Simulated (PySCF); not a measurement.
# C4H7BrOSi+ (doublet): open-shell or spin-flip excitations

Wanted: open-shell or spin-flip excitations for C4H7BrOSi+ (doublet) (`[CH2+][C]1[SiH2]OC[C@H]1Br`).

Programs: PySCF 2.14.0, with routines of our own; each step states its level. All values are computed. Atoms count from 0.

## (1) The system as given

14 atoms, charge 1, multiplicity 2; geometry from: GFN2-xTB.

## (2) Open-shell or spin-flip excitations: unrestricted TDA BHandHLYP/def2-SVPD

The job: settings as JSON, then the geometry in Å.

```
{"job": {"kind": "uabs", "xc": "BHandHLYP", "basis": "def2-SVPD", "nstates": 10, "tda": true}, "charge": 1, "multiplicity": 2}
C      1.827002    -1.016150    -0.030809
C      0.674398    -0.400968    -0.011521
Si    -1.014802    -1.129868     0.811020
O     -1.822614     0.183395     0.345957
C     -1.230678     1.080099    -0.559208
C      0.289772     0.975041    -0.445106
Br     0.994929     2.192908     0.964943
H      1.941333    -2.062322     0.206250
H      2.761225    -0.508642    -0.254715
H     -1.177219    -2.316603    -0.028665
H     -0.911216    -1.172819     2.253532
H     -1.597510     2.083776    -0.331148
H     -1.535131     0.820016    -1.578865
H      0.799832     1.271663    -1.363832
```

With the program's defaults for keys left out, this is: unrestricted TDA BHandHLYP/def2-SVPD, vertical, gas phase, core orbitals frozen in the response.

Command:

```
OMP_NUM_THREADS=1 python excited_run.py task.json out
```

This one command runs all jobs of the session in turn.

Output:

```text
coarse grid: 56952 points
cycle   1  E = -3094.3268496654  dE =  3.506e-01  |g| = 5.042e-01  |ddm| = 4.181e+00
cycle   2  E = -3094.2420435818  dE =  8.481e-02  |g| = 6.972e-01  |ddm| = 2.040e+00
cycle   3  E = -3094.4540241016  dE = -2.120e-01  |g| = 6.516e-02  |ddm| = 1.082e+00
cycle   4  E = -3094.4563851064  dE = -2.361e-03  |g| = 3.096e-02  |ddm| = 1.961e-01
cycle   5  E = -3094.4572005537  dE = -8.154e-04  |g| = 1.188e-02  |ddm| = 8.547e-02
cycle   6  E = -3094.4575517774  dE = -3.512e-04  |g| = 7.976e-03  |ddm| = 4.737e-02
cycle   7  E = -3094.4578885161  dE = -3.367e-04  |g| = 5.464e-03  |ddm| = 5.122e-02
cycle   8  E = -3094.4581339368  dE = -2.454e-04  |g| = 4.088e-03  |ddm| = 5.176e-02
cycle   9  E = -3094.4582833510  dE = -1.494e-04  |g| = 1.786e-03  |ddm| = 5.974e-02
cycle  10  E = -3094.4583062064  dE = -2.286e-05  |g| = 1.033e-03  |ddm| = 1.972e-02
cycle  11  E = -3094.4583125493  dE = -6.343e-06  |g| = 3.855e-04  |ddm| = 1.321e-02
final grid: 118648 points
cycle  12  E = -3094.4583067889  dE = -4.416e-07  |g| = 3.178e-04  |ddm| = 5.031e-03
cycle  13  E = -3094.4583069954  dE = -2.065e-07  |g| = 2.753e-04  |ddm| = 1.396e-03
cycle  14  E = -3094.4583070862  dE = -9.072e-08  |g| = 1.327e-04  |ddm| = 6.152e-04
cycle  15  E = -3094.4583072427  dE = -1.565e-07  |g| = 9.613e-05  |ddm| = 1.669e-03
cycle  16  E = -3094.4583072843  dE = -4.158e-08  |g| = 4.020e-05  |ddm| = 8.554e-04
cycle  17  E = -3094.4583073006  dE = -1.639e-08  |g| = 2.687e-05  |ddm| = 5.925e-04
cycle  18  E = -3094.4583073047  dE = -4.081e-09  |g| = 9.799e-06  |ddm| = 3.162e-04
cycle  19  E = -3094.4583073054  dE = -6.366e-10  |g| = 5.693e-06  |ddm| = 1.182e-04
converged SCF energy = -3094.4583073054

Static polarisability (au): isotropic 105.009, principal 71.919 93.817 149.292

<S^2> of the reference = 0.7698 (exact 0.7500)

Excitations
state   eV       nm        f      <S^2>   main configurations
  1   1.2680    977.8   0.00116   0.797   H-1b->Lb 0.65, H-3b->Lb 0.19
  2   1.4310    866.4   0.00566   0.780   H-3b->Lb 0.61, H-1b->Lb 0.16, Hb->Lb 0.12
  3   1.6382    756.8   0.04864   0.795   Hb->Lb 0.77, H-1b->Lb 0.15
  4   2.3296    532.2   0.03372   0.789   H-2b->Lb 0.89
  5   3.4922    355.0   0.00053   0.791   H-4b->Lb 0.91
  6   4.1653    297.7   0.03449   0.809   H-5b->Lb 0.60, H-6b->Lb 0.30
  7   4.6668    265.7   0.02806   0.805   H-6b->Lb 0.54, H-5b->Lb 0.35
  8   4.8224    257.1   0.00337   0.962   H-1a->La 0.23, H-7b->Lb 0.17, H-2a->La 0.17, Ha->La 0.15
  9   4.9673    249.6   0.00739   2.188   Ha->La 0.39, H-1a->La 0.21, H-1b->L+1b 0.11
 10   5.0075    247.6   0.02502   1.049   H-7b->Lb 0.39, H-1a->La 0.23, H-8b->Lb 0.09, H-6b->Lb 0.09
```

Run time: 72 s. Hardware: 1 thread of AMD EPYC 7B13, shared host; peak memory 0.81 GiB.

From this job:

```tsv
quantity	value
⟨S²⟩	0.770
```

Löwdin spin populations:

C0 0.32; C1 0.30; Si2 0.04; O3 0.01; C4 0.00; C5 0.00; Br6 0.25; H7 0.02; H8 0.03; H9 0.03; H10 0.00; H11 0.00; H12 0.00; H13 0.00

With diffuse functions Löwdin's scheme smears the spin, so small populations can have the wrong sign.

## (3) Open-shell or spin-flip excitations: unrestricted TDA BHandHLYP/def2-SVPD in acetonitrile

Settings changed since step 2:

```diff
@@ -1,2 +1,2 @@
-{"job": {"kind": "uabs", "xc": "BHandHLYP", "basis": "def2-SVPD", "nstates": 10, "tda": true}, "charge": 1, "multiplicity": 2}
+{"job": {"kind": "uabs", "xc": "BHandHLYP", "basis": "def2-SVPD", "nstates": 10, "tda": true, "solvent": "acetonitrile", "pol": false}, "charge": 1, "multiplicity": 2}
 C      1.827002    -1.016150    -0.030809
```

With the program's defaults for keys left out, this is: unrestricted TDA BHandHLYP/def2-SVPD, vertical, IEF-PCM acetonitrile (non-equilibrium linear response), core orbitals frozen in the response.

Output:

```text
coarse grid: 56952 points
cycle   1  E = -3094.4262165902  dE =  2.518e-01  |g| = 4.832e-01  |ddm| = 4.184e+00
cycle   2  E = -3094.3920904888  dE =  3.413e-02  |g| = 5.986e-01  |ddm| = 1.891e+00
cycle   3  E = -3094.5405674800  dE = -1.485e-01  |g| = 5.217e-02  |ddm| = 9.153e-01
cycle   4  E = -3094.5427364392  dE = -2.169e-03  |g| = 2.227e-02  |ddm| = 1.560e-01
cycle   5  E = -3094.5435377028  dE = -8.013e-04  |g| = 1.026e-02  |ddm| = 7.321e-02
cycle   6  E = -3094.5440734717  dE = -5.358e-04  |g| = 7.795e-03  |ddm| = 5.746e-02
cycle   7  E = -3094.5445707676  dE = -4.973e-04  |g| = 5.346e-03  |ddm| = 6.771e-02
cycle   8  E = -3094.5448825768  dE = -3.118e-04  |g| = 3.194e-03  |ddm| = 7.113e-02
cycle   9  E = -3094.5449753769  dE = -9.280e-05  |g| = 1.867e-03  |ddm| = 4.274e-02
cycle  10  E = -3094.5449958312  dE = -2.045e-05  |g| = 1.091e-03  |ddm| = 1.851e-02
cycle  11  E = -3094.5450019980  dE = -6.167e-06  |g| = 4.788e-04  |ddm| = 1.221e-02
final grid: 118648 points
cycle  12  E = -3094.5449967753  dE = -8.550e-07  |g| = 3.718e-04  |ddm| = 5.219e-03
cycle  13  E = -3094.5449972199  dE = -4.446e-07  |g| = 3.152e-04  |ddm| = 2.128e-03
cycle  14  E = -3094.5449973972  dE = -1.773e-07  |g| = 1.975e-04  |ddm| = 9.364e-04
cycle  15  E = -3094.5449977844  dE = -3.872e-07  |g| = 1.189e-04  |ddm| = 3.205e-03
cycle  16  E = -3094.5449978381  dE = -5.363e-08  |g| = 4.993e-05  |ddm| = 1.032e-03
cycle  17  E = -3094.5449978613  dE = -2.326e-08  |g| = 3.460e-05  |ddm| = 6.647e-04
cycle  18  E = -3094.5449978691  dE = -7.772e-09  |g| = 1.504e-05  |ddm| = 3.427e-04
cycle  19  E = -3094.5449978714  dE = -2.304e-09  |g| = 8.422e-06  |ddm| = 2.051e-04
cycle  20  E = -3094.5449978719  dE = -5.311e-10  |g| = 3.297e-06  |ddm| = 1.175e-04
converged SCF energy = -3094.5449978719

<S^2> of the reference = 0.7667 (exact 0.7500)

Excitations
state   eV       nm        f      <S^2>   main configurations
  1   1.3397    925.5   0.00594   0.769   H-3b->Lb 0.74, H-2b->Lb 0.10, H-1b->Lb 0.10
  2   1.8430    672.7   0.00175   0.820   Hb->Lb 0.59, H-1b->Lb 0.32
  3   1.9924    622.3   0.04409   0.811   H-1b->Lb 0.55, Hb->Lb 0.36
  4   2.7004    459.1   0.03512   0.793   H-2b->Lb 0.85, H-3b->Lb 0.12
  5   3.8685    320.5   0.00032   0.796   H-4b->Lb 0.91
  6   4.3961    282.0   0.03315   0.819   H-5b->Lb 0.71, H-6b->Lb 0.18
  7   4.7841    259.2   0.01749   1.007   H-7b->Lb 0.29, Ha->La 0.16, H-9b->Lb 0.10
  8   4.9188    252.1   0.01971   0.917   Ha->La 0.31, H-6b->Lb 0.21, H-5b->Lb 0.14, H-1a->La 0.09
  9   5.0835    243.9   0.02016   1.976   H-1a->La 0.30, Ha->La 0.22, H-6b->Lb 0.13
 10   5.1336    241.5   0.02655   1.329   H-6b->Lb 0.34, H-1a->La 0.24, H-7b->Lb 0.17
```

Run time: 61 s. Hardware: 1 thread of AMD EPYC 7B13, shared host; peak memory 0.9 GiB.

From this job:

```tsv
quantity	value
⟨S²⟩	0.767
```

## (4) Open-shell or spin-flip excitations: unrestricted TDA X3LYP/def2-SVPD

Settings changed since step 3:

```diff
@@ -1,2 +1,2 @@
-{"job": {"kind": "uabs", "xc": "BHandHLYP", "basis": "def2-SVPD", "nstates": 10, "tda": true, "solvent": "acetonitrile", "pol": false}, "charge": 1, "multiplicity": 2}
+{"job": {"kind": "uabs", "xc": "X3LYP", "basis": "def2-SVPD", "nstates": 10, "tda": true}, "charge": 1, "multiplicity": 2}
 C      1.827002    -1.016150    -0.030809
```

Method: unrestricted TDA X3LYP/def2-SVPD, vertical, gas phase, core orbitals frozen in the response.

Output:

```text
coarse grid: 56952 points
cycle   1  E = -3094.2969409494  dE =  1.355e-01  |g| = 5.094e-01  |ddm| = 4.531e+00
cycle   2  E = -3093.6308653953  dE =  6.661e-01  |g| = 1.258e+00  |ddm| = 2.314e+00
cycle   3  E = -3094.3698701909  dE = -7.390e-01  |g| = 2.269e-01  |ddm| = 1.818e+00
cycle   4  E = -3094.3967127558  dE = -2.684e-02  |g| = 9.076e-02  |ddm| = 6.132e-01
cycle   5  E = -3094.3997246964  dE = -3.012e-03  |g| = 5.003e-02  |ddm| = 2.185e-01
cycle   6  E = -3094.4008784389  dE = -1.154e-03  |g| = 1.536e-02  |ddm| = 9.268e-02
cycle   7  E = -3094.4009847248  dE = -1.063e-04  |g| = 6.813e-03  |ddm| = 3.756e-02
cycle   8  E = -3094.4010147848  dE = -3.006e-05  |g| = 4.623e-03  |ddm| = 2.264e-02
cycle   9  E = -3094.4010306259  dE = -1.584e-05  |g| = 1.256e-03  |ddm| = 1.125e-02
cycle  10  E = -3094.4010333975  dE = -2.772e-06  |g| = 7.731e-04  |ddm| = 6.640e-03
final grid: 118648 points
cycle  11  E = -3094.4010236570  dE = -8.308e-08  |g| = 1.259e-03  |ddm| = 8.700e-03
cycle  12  E = -3094.4010195284  dE =  4.129e-06  |g| = 2.964e-03  |ddm| = 7.517e-03
cycle  13  E = -3094.4010250515  dE = -5.523e-06  |g| = 2.695e-04  |ddm| = 5.235e-03
cycle  14  E = -3094.4010251314  dE = -7.987e-08  |g| = 1.576e-04  |ddm| = 7.893e-04
cycle  15  E = -3094.4010252385  dE = -1.071e-07  |g| = 1.080e-04  |ddm| = 1.702e-03
cycle  16  E = -3094.4010252620  dE = -2.356e-08  |g| = 3.256e-05  |ddm| = 9.717e-04
cycle  17  E = -3094.4010252631  dE = -1.118e-09  |g| = 1.532e-05  |ddm| = 1.108e-04
cycle  18  E = -3094.4010252637  dE = -6.071e-10  |g| = 8.081e-06  |ddm| = 1.120e-04
converged SCF energy = -3094.4010252637

Static polarisability (au): isotropic 111.087, principal 74.119 104.729 154.413

<S^2> of the reference = 0.7567 (exact 0.7500)

Excitations
state   eV       nm        f      <S^2>   main configurations
  1   0.7835   1582.4   0.00028   0.762   H-1b->Lb 0.63, Hb->Lb 0.35
  2   1.0422   1189.6   0.00477   0.761   Hb->Lb 0.63, H-1b->Lb 0.33
  3   1.3025    951.9   0.00807   0.761   H-3b->Lb 0.87
  4   1.7898    692.7   0.09837   0.760   H-2b->Lb 0.83
  5   2.3989    516.8   0.00309   0.762   H-4b->Lb 0.96
  6   3.4718    357.1   0.00650   0.764   H-5b->Lb 0.97
  7   3.8585    321.3   0.04085   0.772   H-6b->Lb 0.92
  8   4.2657    290.7   0.01125   0.782   H-7b->Lb 0.84
  9   4.5229    274.1   0.01573   1.012   Ha->La 0.37, H-2a->La 0.23, H-3b->L+1b 0.11
 10   4.6339    267.6   0.00127   2.597   H-1a->La 0.62, H-1b->L+1b 0.14, Hb->L+1b 0.11
```

Run time: 66 s. Hardware: 1 thread of AMD EPYC 7B13, shared host; peak memory 0.86 GiB.

From this job:

```tsv
quantity	value
⟨S²⟩	0.757
```

## (5) Outcome

| quantity | value |
| --- | --- |
| lowest and brightest state of nearly pure spin, of 10 (step 2, unrestricted TDA BHandHLYP/def2-SVPD) | 1.27 eV; 1.64 eV, f = 0.049 |
| lowest and brightest state of nearly pure spin, of 10 (step 3, unrestricted TDA BHandHLYP/def2-SVPD in acetonitrile) | 1.34 eV; 1.99 eV, f = 0.044 |
| lowest and brightest state of nearly pure spin, of 10 (step 4, unrestricted TDA X3LYP/def2-SVPD) | 0.78 eV; 1.79 eV, f = 0.098 |

**Reading.** States whose ⟨S²⟩ lies well above the reference's are mixtures of spin states, an artefact of the unrestricted response, and are left out of the summary. The lowest state of nearly pure spin runs from 0.78 to 1.34 eV over the runs.
